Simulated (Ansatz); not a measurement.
This session for a ladder of methods at one geometry of BH8NSi2, SMILES [SiH3]BN[SiH3] with Ansatz 0.2.0 through its Python package holds a mistake.

Run as a notebook:

**Cell 1**
```python
import ansatz as az
```

**Cell 2**
```python
BASIS = 'def2-SVP'
```

**Cell 3**
```python
GEOMETRY = '''
Si   -0.57840    2.06620   -0.07790
B    -0.43030    0.30680    0.59780
N     0.87140   -0.41130    0.43510
Si    0.68480   -1.89500   -0.50020
H    -0.39310    2.09670   -1.55930
H     0.35290    3.00950    0.55910
H    -1.96050    2.59580    0.19400
H    -1.29500   -0.19050    1.14810
H     1.20800   -0.68840    1.44790
H     0.10780   -1.55330   -1.80940
H     1.86210   -2.64740   -0.61580
H    -0.35280   -2.74440    0.21460
'''
```

**Cell 4**
```python
bh8nsi2 = az.Crystal.molecule()
for line in GEOMETRY.strip().splitlines():
    symbol, *xyz = line.split()
    bh8nsi2 = bh8nsi2.atom(symbol, [float(v) for v in xyz])
```

**Cell 5**
```python
base = bh8nsi2.calculation().basis(gaussian=BASIS)

methods = ['mp2', 'ccsd', 'ccsd_t']
reports = [base.correlation(m).run(cores=2, threads=1).report for m in methods]
print(f'Hartree-Fock reference {reports[0]["reference_energy_ev"] / 27.211386246:.6f} Ha')
best = reports[-1]['free_energy_ev'] - reports[-1]['reference_energy_ev']
for method, each in zip(methods, reports):
    gained = each['free_energy_ev'] - each['reference_energy_ev']
    print(f'{method:8s} total {each["free_energy_ev"] / 27.211386246:.6f} Ha  correlation {gained:9.4f} eV  ({100 * gained / best:.1f} % of the last)')
```
Output:
```text
Traceback (most recent call last):
  File "<cell 5>", line 4, in <module>
    reports = [base.correlation(m).run(cores=2, threads=1).report for m in methods]
               ~~~~~~~~~~~~~~~~~~~~~~~^^^^^^^^^^^^^^^^^^^^
TypeError: Calculation.run() got an unexpected keyword argument 'cores'
```

Why does it end like this?

The fault: run() has no such keyword. The change:

```diff
--- before
+++ after
@@
 methods = ['mp2', 'ccsd', 'ccsd_t']
-reports = [base.correlation(m).run(cores=2, threads=1).report for m in methods]
+reports = [base.correlation(m).run(threads=1).report for m in methods]
 print(f'Hartree-Fock reference {reports[0]["reference_energy_ev"] / 27.211386246:.6f} Ha')
```

Run as a notebook:

(earlier cells as before)

```python
base = bh8nsi2.calculation().basis(gaussian=BASIS)

methods = ['mp2', 'ccsd', 'ccsd_t']
reports = [base.correlation(m).run(threads=1).report for m in methods]
print(f'Hartree-Fock reference {reports[0]["reference_energy_ev"] / 27.211386246:.6f} Ha')
best = reports[-1]['free_energy_ev'] - reports[-1]['reference_energy_ev']
for method, each in zip(methods, reports):
    gained = each['free_energy_ev'] - each['reference_energy_ev']
    print(f'{method:8s} total {each["free_energy_ev"] / 27.211386246:.6f} Ha  correlation {gained:9.4f} eV  ({100 * gained / best:.1f} % of the last)')
```

    Hartree-Fock reference -661.387257 Ha
    mp2      total -661.845934 Ha  correlation  -12.4812 eV  (85.0 % of the last)
    ccsd     total -661.912484 Ha  correlation  -14.2922 eV  (97.4 % of the last)
    ccsd_t   total -661.926721 Ha  correlation  -14.6796 eV  (100.0 % of the last)

Reading the output:
- Total energies depend on the basis set; only differences at equal settings carry meaning.
- The geometry is a force-field or estimated start, not a minimum of this method, and the basis set is short of its limit. A lower total doesn't mark the better method: functionals have no common bound, and MP2 and coupled cluster aren't variational.
- Inner cores stay frozen, so this is valence correlation.
- Finished in 14 s on 1 thread of Intel(R) Xeon(R) 6975P-C (Granite Rapids) (shared host), peak memory 0.49 GiB.

(Lines on the test bed's own set-up are left out of the output.)
